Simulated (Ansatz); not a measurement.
# GeH3Se with multiplicity 2: shift of H5 from Se2 to Ge1, part 2 of 2

Wanted: the energy profile along the shift of H5 from Se2 to Ge1, from relaxed end points and a band of images. SMILES of the start: [GeH2][SeH].

Ansatz 0.2.0; UKS BLYP/def2-mTZVP.

### 10 The band, image by image

Images 0 and 10 are the ends. Energies count from image 0; the path length is the program's own measure over all atoms.

```tsv
image	path (Å)	energy (eV)	H5–Se2 (Å)	H5–Ge1 (Å)	band force (eV/Å)
0	0.000	0.0000	1.49	2.92	-
1	0.369	0.0265	1.49	2.93	0.002
2	0.738	0.1024	1.49	2.91	0.009
3	1.106	0.1902	1.49	2.81	0.010
4	1.475	0.3806	1.49	2.50	0.010
5	1.843	0.7847	1.53	2.12	0.035
6*	2.211	1.1413	1.77	1.77	0.009
7	2.520	0.8042	2.13	1.63	0.005
8	2.829	0.3427	2.50	1.57	0.001
9	3.138	0.0734	2.86	1.55	0.001
10	3.447	-0.0118	3.17	1.55	-
```

The star marks the climbing image.

image, energy (eV) and a bar:
```
        0      0.000 
        1      0.026 #
        2      0.102 ###
        3      0.190 #####
        4      0.381 ##########
        5      0.785 #####################
        6      1.141 ##############################
        7      0.804 #####################
        8      0.343 #########
        9      0.073 ##
       10     -0.012
```

### 11 A trajectory let go at the top

It starts at the highest inner image of the first converged band: 200 steps of 0.5 fs at constant energy, with velocities drawn for 300 K.

input.yaml

```yaml
crystal:
  periodic: [false, false, false]
  atoms:
    - { symbol: Ge, position_ang: [-0.241426, -0.369764, 0.066685] }
    - { symbol: Se, position_ang: [1.044257, 1.457044, -0.744379] }
    - { symbol: H, position_ang: [0.349348, -1.791072, -0.153051] }
    - { symbol: H, position_ang: [-1.783087, -0.267221, -0.105683] }
    - { symbol: H, position_ang: [0.681008, 0.897312, 0.895029] }
magnetization:
  spin_polarized: true
  initial_magnetization: 1
basis:
  gaussian: { orbitals: def2-mTZVP }
hamiltonian:
  xc: blyp
md:
  timestep: 0.5
  n_steps: 200
  ensemble: nve
  temperature: 300.0
  initial_velocities: maxwell_boltzmann
  seed: 5009
```

Started as:

```
$ ansatz run input.yaml --threads 2 --pin off --max-ram 3072MiB --backend cpu --events-out ev --progress --plain --runs-dir out
```

The log of the run, cut to the lines that bear on the results:

```text
Warning: RAYON_NUM_THREADS=2 ignored (pool sized by the plan → 2); use --threads N
[...]
Functional definition: BLYP
[...]
845 factors; their error is unknown
[...]
mean field -121917.32322959 eV, -4480.3789901576 hartree, gradient 2.6e-5 eV, S^2 0.752747; 1 other end points of the search recorded, 0 dependent functions left out
[...]
reference -121917.32350824 eV, -4480.3790003977 hartree; 35, 34 occupied and 46, 47 virtual orbitals, 845 factors
[...]
md step    72: t =    36.00 fs  T =  1392.7 K  F+E_penalty+E_count = -121917.74617824 eV  E_kin = 0.540058 eV  conserved = -121917.20612006 eV  (50 SCF iters)
[...]
md step    96: t =    48.00 fs  T =   890.0 K  F+E_penalty+E_count = -121917.55148858 eV  E_kin = 0.345111 eV  conserved = -121917.20637790 eV  (38 SCF iters)
md step    97: t =    48.50 fs  T =   897.7 K  F+E_penalty+E_count = -121917.55459050 eV  E_kin = 0.348105 eV  conserved = -121917.20648557 eV  (39 SCF iters)
```

### 12 The output, continued: dynamics from the highest image of the converged band

The log, continued, cut to the lines that bear on the results:

```text
md step    98: t =    49.00 fs  T =   914.4 K  F+E_penalty+E_count = -121917.56118371 eV  E_kin = 0.354578 eV  conserved = -121917.20660616 eV  (40 SCF iters)
[...]
md step   123: t =    61.50 fs  T =  2652.0 K  F+E_penalty+E_count = -121918.23496489 eV  E_kin = 1.028396 eV  conserved = -121917.20656915 eV  (84 SCF iters)
[...]
Atom 1 at     1.075947     1.501082    -0.786775 Å, force    -0.215673    -0.220565     0.056065 eV/Å
Atom 2 at     0.565064    -1.505825    -0.524517 Å, force    -0.167367    -0.730917     0.151482 eV/Å
Atom 3 at    -1.640879    -0.066472    -0.475485 Å, force    -0.399506    -0.401891     0.248102 eV/Å
Atom 4 at     0.125731     0.087117     1.605606 Å, force    -0.649113    -0.833979    -0.742049 eV/Å
Dipole moment:    -0.323011    -0.458740     0.191704 e Å
```

It took 7.7 min on 2 threads of Arm Neoverse V1, shared host; peak memory 0.17 GiB.

### 13 Frames and traces

The trajectory, every 8 steps (energies from step 0):

```tsv
time (fs)	T (K)	potential energy change (meV/atom)	total energy change (meV/atom)	H5–Se2 (Å)	H5–Ge1 (Å)
0.0	300	0.0	0.00	1.77	1.77
4.0	221	6.2	0.06	1.83	1.75
8.0	425	-9.7	0.05	1.92	1.69
12.0	1013	-55.2	0.10	2.11	1.60
16.0	2345	-158.7	-0.11	2.49	1.57
20.0	2662	-183.3	-0.11	2.99	1.68
24.0	1942	-127.4	-0.01	3.41	1.79
28.0	1433	-87.9	0.04	3.63	1.76
32.0	1522	-94.9	-0.11	3.63	1.60
36.0	1393	-84.6	0.16	3.58	1.46
40.0	1912	-125.1	-0.11	3.67	1.56
44.0	1349	-81.3	0.05	3.73	1.68
48.0	890	-45.7	0.10	3.60	1.61
52.0	1069	-59.5	0.14	3.37	1.46
56.0	2082	-138.2	-0.07	3.30	1.52
60.0	2566	-175.7	0.04	3.32	1.66
64.0	2848	-197.7	-0.02	3.25	1.62
68.0	2293	-154.5	0.05	3.09	1.49
72.0	1446	-88.8	0.03	3.01	1.55
76.0	678	-29.2	0.13	2.93	1.71
80.0	680	-29.3	0.16	2.77	1.74
84.0	1603	-101.2	-0.11	2.55	1.59
88.0	1353	-81.5	0.16	2.41	1.46
92.0	1557	-97.5	-0.03	2.48	1.57
96.0	1363	-82.3	0.15	2.69	1.69
100.0	1952	-128.1	0.03	2.94	1.62
```

time (fs), T (K) and a bar:
```
      0.0        300 #
      4.5        225 
      8.5        471 ###
     13.0       1300 ############
     17.5       2680 ############################
     21.5       2417 #########################
     26.0       1624 ################
     30.5       1471 ##############
     35.0       1372 #############
     39.0       1852 ###################
     43.5       1448 ##############
     48.0        890 ########
     52.0       1069 ##########
     56.5       2199 ######################
     61.0       2621 ###########################
     65.0       2862 ##############################
     69.5       1881 ###################
     74.0       1073 ##########
     78.5        505 ###
     82.5       1308 ############
     87.0       1445 ##############
     91.5       1547 ###############
     95.5       1371 #############
    100.0       1952 ####################
```

The last frame stands with the bonds of end B.

### 14 Dynamics from the top

It starts at the highest inner image of the first converged band: 200 steps of 0.5 fs at constant energy, with velocities drawn for 100 K.

Changes to input.yaml since step 11:

```diff
@@ -19,4 +19,4 @@
   ensemble: nve
-  temperature: 300.0
+  temperature: 100.0
   initial_velocities: maxwell_boltzmann
-  seed: 5009
+  seed: 5010
```

Started as:

```
$ ansatz run input.yaml --threads 2 --pin off --max-ram 3072MiB --backend cpu --events-out ev --progress --plain --runs-dir out
```

The log of the run, cut to the lines that bear on the results:

```text
Warning: RAYON_NUM_THREADS=2 ignored (pool sized by the plan → 2); use --threads N
[...]
[... 1 set-up line as earlier in the session ...]
[...]
845 factors; their error is unknown
[...]
mean field -121917.32322959 eV, -4480.3789901576 hartree, gradient 2.6e-5 eV, S^2 0.752747; 1 other end points of the search recorded, 0 dependent functions left out
[...]
reference -121917.32350824 eV, -4480.3790003977 hartree; 35, 34 occupied and 46, 47 virtual orbitals, 845 factors
[...]
md step    72: t =    36.00 fs  T =  1464.0 K  F+E_penalty+E_count = -121917.85215119 eV  E_kin = 0.567712 eV  conserved = -121917.28443907 eV  (60 SCF iters)
[...]
md step    96: t =    48.00 fs  T =  1563.6 K  F+E_penalty+E_count = -121917.89119922 eV  E_kin = 0.606335 eV  conserved = -121917.28486431 eV  (42 SCF iters)
md step    97: t =    48.50 fs  T =  1411.6 K  F+E_penalty+E_count = -121917.83203357 eV  E_kin = 0.547373 eV  conserved = -121917.28466094 eV  (40 SCF iters)
```

### 15 More of the same log: dynamics from the highest image of the converged band

Output, continued, cut to the lines that bear on the results:

```text
md step    98: t =    49.00 fs  T =  1258.9 K  F+E_penalty+E_count = -121917.77265914 eV  E_kin = 0.488177 eV  conserved = -121917.28448191 eV  (39 SCF iters)
[...]
md step   123: t =    61.50 fs  T =  1770.1 K  F+E_penalty+E_count = -121917.97157452 eV  E_kin = 0.686427 eV  conserved = -121917.28514792 eV  (38 SCF iters)
[...]
Atom 1 at     1.051007     1.458096    -0.759882 Å, force    -0.082586     0.496872    -0.527368 eV/Å
Atom 2 at     0.847207    -1.394014    -0.282044 Å, force    -0.772100    -0.730166     0.097482 eV/Å
Atom 3 at    -1.766074    -0.240451    -0.191411 Å, force     0.038630    -0.470043     0.011980 eV/Å
Atom 4 at     0.297254     0.366995     1.459726 Å, force    -0.857119    -0.992202    -0.454183 eV/Å
Dipole moment:    -0.333354    -0.458846     0.110196 e Å
```

Run time: 7.4 min. Hardware: 2 threads of Arm Neoverse V1, shared host; peak memory 0.17 GiB.

### 16 What the atoms did

The trajectory, every 8 steps (energies from step 0):

```tsv
time (fs)	T (K)	potential energy change (meV/atom)	total energy change (meV/atom)	H5–Se2 (Å)	H5–Ge1 (Å)
0.0	100	0.0	0.00	1.77	1.77
4.0	35	5.1	0.04	1.76	1.72
8.0	81	1.5	0.01	1.79	1.71
12.0	111	-0.8	0.05	1.87	1.72
16.0	483	-29.6	0.06	2.02	1.68
20.0	1485	-107.4	0.01	2.30	1.59
24.0	2590	-193.3	-0.15	2.74	1.58
28.0	2355	-175.0	-0.07	3.24	1.70
32.0	1587	-115.3	0.02	3.60	1.78
36.0	1464	-105.8	0.00	3.72	1.70
40.0	1645	-119.9	-0.09	3.66	1.50
44.0	1919	-141.2	-0.13	3.66	1.47
48.0	1564	-113.6	-0.08	3.77	1.64
52.0	643	-42.1	0.07	3.74	1.67
56.0	741	-49.8	-0.07	3.53	1.52
60.0	1262	-90.1	0.04	3.38	1.45
64.0	2249	-166.8	-0.13	3.40	1.61
68.0	2334	-173.3	-0.03	3.37	1.67
72.0	2381	-177.1	-0.15	3.20	1.55
76.0	1737	-127.0	0.00	3.03	1.48
80.0	1149	-81.4	-0.04	2.95	1.63
84.0	747	-50.1	0.06	2.83	1.75
88.0	1428	-103.0	-0.07	2.63	1.68
92.0	1692	-123.6	-0.13	2.43	1.50
96.0	1385	-99.7	-0.06	2.41	1.50
100.0	1100	-77.5	0.01	2.59	1.66
```

time (fs), T (K) and a bar:
```
      0.0        100 #
      4.5         32 
      8.5         89 #
     13.0        148 #
     17.5        787 #########
     21.5       1959 ######################
     26.0       2674 ##############################
     30.5       1821 ####################
     35.0       1425 ################
     39.0       1649 ##################
     43.5       1838 #####################
     48.0       1564 #################
     52.0        643 #######
     56.5        756 ########
     61.0       1605 ##################
     65.0       2294 ##########################
     69.5       2391 ###########################
     74.0       2080 #######################
     78.5       1424 ################
     82.5        768 ########
     87.0       1203 #############
     91.5       1746 ###################
     95.5       1382 ###############
    100.0       1100 ############
```

The last frame stands with the bonds of end B.

### 17 Outcome

The summary covers parts 1 to 2.

| quantity | value |
| --- | --- |
| end A | 6 moves, 0.151 eV lower |
| end B | 4 moves, 0.427 eV lower |
| first band: barrier forwards | 1.14 eV |
| first band: barrier backwards | 1.15 eV |
| first band: second end relative to first | -0.012 eV |
| first band: highest image | 6 of 0 to 10, climbing |
| first band: band iterations | 7 |
| imaginary modes at the top | 1188i cm⁻¹ |
| second band | top 1.142 eV above image 0, 8 iterations, 2 inner images |
| time, first and second band | 2.1 min and 36 s |
| third band | top 1.141 eV above image 0, 9 iterations, 9 inner images |
| time, first and third band | 2.1 min and 2.6 min |
| trajectory at 300 K, after 100 fs | with the bonds of end B, at 1952 K |
| trajectory at 100 K, after 100 fs | with the bonds of end B, at 1100 K |

**Reading.** In the first band: along this path the system climbs 1.14 eV from the first end (44 kT at 300 K); with a typical attempt rate of 10^13 per second that is roughly 10^-6 events a second. Going back costs 1.15 eV, since the second end is 0.012 eV below the first. By distance, end A alone has Se2–H5 and end B alone has Ge1–H5. One imaginary mode, as a first-order saddle point has. The second band's top lies 1 meV above the first's, so the changed settings hardly move the height. The third band's top agrees with the first's to 1 meV, so the changed settings hardly move the height. These are electronic energies, with no zero-point or thermal terms. Tunnelling, which matters where hydrogen moves, is missing too. Semilocal functionals tend to give barriers that are too low.
